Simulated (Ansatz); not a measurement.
# InO: a ladder of basis sets

With Ansatz 0.2.0, Python API.

Notebook, run cell by cell (the value of a cell's last expression is shown):

**Cell 1**
```python
import ansatz as az
from ase import Atoms
```

**Cell 2**
```python
SETTINGS = {
    "xc": "pbe0",
}
```

**Cell 3**
```python
atoms = Atoms(["In", "O"], positions=[
    (0.0, 0.0, 0.0),
    (0.0, 0.0, 1.99),
])
geometry = az.Crystal.molecule_from_ase(atoms)
```

**Cell 4**
```python
calculation = geometry.calculation().functional(SETTINGS["xc"]).spin("collinear", total=1)
```

**Cell 5**
```python
energies = {}
for basis in ["def2-SVP", "def2-SVPD", "def2-TZVP", "def2-TZVPP"]:
    data = calculation.basis(gaussian=basis).run(threads=1, backend="cpu").report
    size = data["n_frozen"] + data["n_occupied"][0] + data["n_virtual"][0]
    energies[basis] = (data["reference_energy_ev"] / 27.211386246, data["free_energy_ev"] / 27.211386246)
    print(f"{basis:14s} {size:4d} orbitals  reference {energies[basis][0]:14.6f} Ha  total {energies[basis][1]:14.6f} Ha")
```
Output:
```text
def2-SVP         40 orbitals  reference    -265.153212 Ha  total    -265.153212 Ha
def2-SVPD        55 orbitals  reference    -265.164696 Ha  total    -265.164696 Ha
def2-TZVP        81 orbitals  reference    -265.258311 Ha  total    -265.258311 Ha
def2-TZVPP       81 orbitals  reference    -265.258311 Ha  total    -265.258311 Ha
```

**Cell 6**
```python
last = energies["def2-TZVPP"][1]
for basis, (_, total) in energies.items():
    print(f"{basis:14s} lies {27.211386 * (total - last):9.4f} eV above def2-TZVPP")
```
Output:
```text
def2-SVP       lies    2.8599 eV above def2-TZVPP
def2-SVPD      lies    2.5474 eV above def2-TZVPP
def2-TZVP      lies    0.0000 eV above def2-TZVPP
def2-TZVPP     lies    0.0000 eV above def2-TZVPP
```

Against def2-SVP: def2-SVPD -11.5 mHa, def2-TZVP -105.1 mHa and def2-TZVPP -105.1 mHa. The last step alone is +0.00 mHa (these two sets differ little on atoms other than hydrogen). From the first set to the last the time grows from 3.4 to 8.7 s.

The drop along the ladder measures the basis error, and is no property of the molecule. The geometry is a force-field or estimated start, not a minimum of this method, and the last set is no limit. Much of the fall in a total is atomic energy, which cancels in bond and reaction energies. def2 sets replace the cores of elements past krypton by effective core potentials. The species is open-shell (spin multiplicity 2). The spin state was assumed, and another may lie lower. The whole script took 29 s on 1 thread of Arm Neoverse V2, on a shared host, peak memory 0.25 GiB.
